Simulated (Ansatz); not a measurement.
# ZnCd5S6: the cost of one run

Computed with Ansatz 0.2.0 (DFT PBE, scalar-relativistic, plane waves, PAW, unless a step's input says otherwise).

## Step 1: Starting point

The structure is trigonal, space group P3m1 (No. 156). The conventional cell has a = 4.129 Å, b = 4.129 Å, c = 20.336 Å, α = 90.00°, β = 90.00°, γ = 120.00°. Zn (site symmetry 3m) has 4 S at 2.35 to 2.47 Å in its first shell of neighbours. Around Cd (site symmetry 3m) lie 4 S at 2.55 to 2.56 Å. Cd (site symmetry 3m) is surrounded by 4 S at 2.55 to 2.57 Å. Around S (site symmetry 3m) lie 4 Cd at 2.55 to 2.56 Å. S (site symmetry 3m) is surrounded by 3 Zn at 2.47 Å and 1 Cd at 2.57 Å. Only part of the 12 independent sites is listed.

Structure file:

```xyz
12
Lattice="4.1292 0.0000 0.0000 -2.0646 3.5759 0.0000 0.0000 0.0000 20.3362" Properties=species:S:1:pos:R:3 pbc="T T T"
Zn    0.0000    2.3840   13.5548
Cd    0.0000    0.0000   20.2516
Cd    2.0646    1.1920   16.7843
Cd    0.0000    0.0000   10.3079
Cd    2.0646    1.1920    6.8432
Cd    0.0000    2.3840    3.3792
S     0.0000    0.0000   17.6957
S     2.0646    1.1920   14.2185
S     0.0000    2.3840   11.2040
S     0.0000    0.0000    7.7514
S     2.0646    1.1920    4.2873
S     0.0000    2.3840    0.8232
```

It is the end of an earlier relaxation with the same method, from a generated guess; it needn't be the stable form of this composition. At a tolerance of 0.02 Å it has space group P3m1 (No. 156); it has 25.02 Å³/atom, an uncorrected energy of -0.67 eV/atom over the elements.

## Step 2: Bands, states and charges

input.yaml

```yaml
crystal:
  lattice:
    - [4.1291501023, 0.0, 0.0]
    - [-2.0645750512, 3.5759488846, 0.0]
    - [0.0, 0.0, 20.3361999129]
  atoms:
    - { symbol: Zn, position: [0.3333333333, 0.6666666667, 0.6665373325] }
    - { symbol: Cd, position: [0.0, 0.0, 0.9958384317] }
    - { symbol: Cd, position: [0.6666666667, 0.3333333333, 0.8253408394] }
    - { symbol: Cd, position: [0.0, 0.0, 0.5068730976] }
    - { symbol: Cd, position: [0.6666666667, 0.3333333333, 0.3365018645] }
    - { symbol: Cd, position: [0.3333333333, 0.6666666667, 0.1661677923] }
    - { symbol: S, position: [0.0, 0.0, 0.8701595913] }
    - { symbol: S, position: [0.6666666667, 0.3333333333, 0.6991722128] }
    - { symbol: S, position: [0.3333333333, 0.6666666667, 0.5509403629] }
    - { symbol: S, position: [0.0, 0.0, 0.3811641865] }
    - { symbol: S, position: [0.6666666667, 0.3333333333, 0.210822892] }
    - { symbol: S, position: [0.3333333333, 0.6666666667, 0.0404813965] }
basis:
  ecutwfc: 420
kpoints:
  mp_grid: { grid: [12, 12, 2] }
  band_path:
    path:
      - [[0.0, 0.0, 0.0], [0.5, 0.0, 0.0], [0.33333333, 0.33333333, 0.0], [0.0, 0.0, 0.0], [0.0, 0.0, 0.5], [0.5, 0.0, 0.5], [0.33333333, 0.33333333, 0.5], [0.0, 0.0, 0.5]]
      - [[0.5, 0.0, 0.5], [0.5, 0.0, 0.0]]
      - [[0.33333333, 0.33333333, 0.5], [0.33333333, 0.33333333, 0.0]]
    npoints: 10
hamiltonian:
  xc: pbe
scf:
  occupations: { method: gaussian, width: 0.02 }
  n_extra_bands: 30
output:
  forces: true
  stress: true
  eigenvalues: true
  populations: true
  dos: { projected: true, de: 0.02, nscf_kmesh: { grid: [18, 18, 3] } }
  bader: false
```

Run with:

```console
$ ansatz run input.yaml --threads 1 --pin off --max-ram 2560MiB --backend cpu --events-out ev --progress --plain --runs-dir out
```

Q: Estimate wall time and peak memory on 1 thread of Arm Neoverse V2, shared host.

About 14 min, with a peak of 1.9 GiB.
